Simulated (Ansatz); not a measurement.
# BSb2As3: the cost of one run

Computed with Ansatz 0.2.0 (DFT PBE, scalar-relativistic, plane waves, PAW, unless a step's input says otherwise).

## (1) The starting structure

Symmetry: P6/mmm, No. 191, hexagonal system. Conventional cell: a = 8.507 Å, b = 8.507 Å, c = 4.406 Å, α = 90.00°, β = 90.00°, γ = 120.00°. B (site symmetry -6m2) has 3 As at 2.37 Å and 6 Sb at 3.30 Å as nearest neighbours. Sb (site symmetry 6/mmm) has 12 As at 3.37 Å as nearest neighbours. Sb (site symmetry mmm) has 8 As at 3.27 Å and 4 B at 3.30 Å as nearest neighbours. Around As (site symmetry mm2) lie 1 B at 2.37 Å and 2 As at 2.54 Å and 6 Sb at 3.27 to 3.37 Å.

Coordinates:

```cif
data_structure
_symmetry_space_group_name_H-M 'P6/mmm'
_symmetry_Int_Tables_number 191
_cell_length_a 8.5069
_cell_length_b 8.5069
_cell_length_c 4.4057
_cell_angle_alpha 90.000
_cell_angle_beta 90.000
_cell_angle_gamma 120.000
_cell_volume 276.11
loop_
_atom_site_label
_atom_site_type_symbol
_atom_site_symmetry_multiplicity
_atom_site_Wyckoff_symbol
_atom_site_fract_x
_atom_site_fract_y
_atom_site_fract_z
_atom_site_occupancy
B1 B 2 c 0.66667 0.33333 0.00000 1
Sb1 Sb 1 b 0.00000 0.00000 0.50000 1
Sb2 Sb 3 g 0.00000 0.50000 0.50000 1
As1 As 6 l 0.82730 0.17270 0.00000 1
```

A structure generator made this guess: species swapped into a database cell of Ce2NiGe3 (P6/mmm, No. 191), with Sb on the Ce sites, B on the Ni sites and As on the Ge sites. Lengths come from tabulated atomic sizes and are only a guess.

## (2) The guess as it stands, on a coarse mesh

input.yaml reads:

```yaml
crystal:
  lattice:
    - [8.50687436, 0.0, 0.0]
    - [-4.25343718, 7.3671693, 0.0]
    - [0.0, 0.0, 4.40570182]
  atoms:
    - { symbol: B, position: [0.66666667, 0.33333333, 0.0] }
    - { symbol: B, position: [0.33333333, 0.66666667, 0.0] }
    - { symbol: Sb, position: [0.0, 0.0, 0.5] }
    - { symbol: Sb, position: [0.0, 0.5, 0.5] }
    - { symbol: Sb, position: [0.5, 0.5, 0.5] }
    - { symbol: Sb, position: [0.5, 0.0, 0.5] }
    - { symbol: As, position: [0.82729786, 0.17270214, 0.0] }
    - { symbol: As, position: [0.82729786, 0.65459572, 0.0] }
    - { symbol: As, position: [0.34540428, 0.17270214, 0.0] }
    - { symbol: As, position: [0.17270214, 0.82729786, 0.0] }
    - { symbol: As, position: [0.65459572, 0.82729786, 0.0] }
    - { symbol: As, position: [0.17270214, 0.34540428, 0.0] }
basis:
  ecutwfc: 420
kpoints:
  mp_grid: { grid: [3, 3, 4] }
hamiltonian:
  xc: pbe
scf:
  occupations: { method: gaussian, width: 0.1 }
  lower_state_search: "off"
output:
  forces: true
  stress: true
  eigenvalues: true
```

Launch:

```bash
$ ansatz run input.yaml --threads 1 --pin off --max-ram 2560MiB --backend cpu --events-out ev --progress --plain --runs-dir out
```

**Question.** How long does this run take on 1 thread of Intel Xeon at 2.70GHz, shared host, and how much memory does it need?

About 19 s, with a peak of 0.65 GiB.
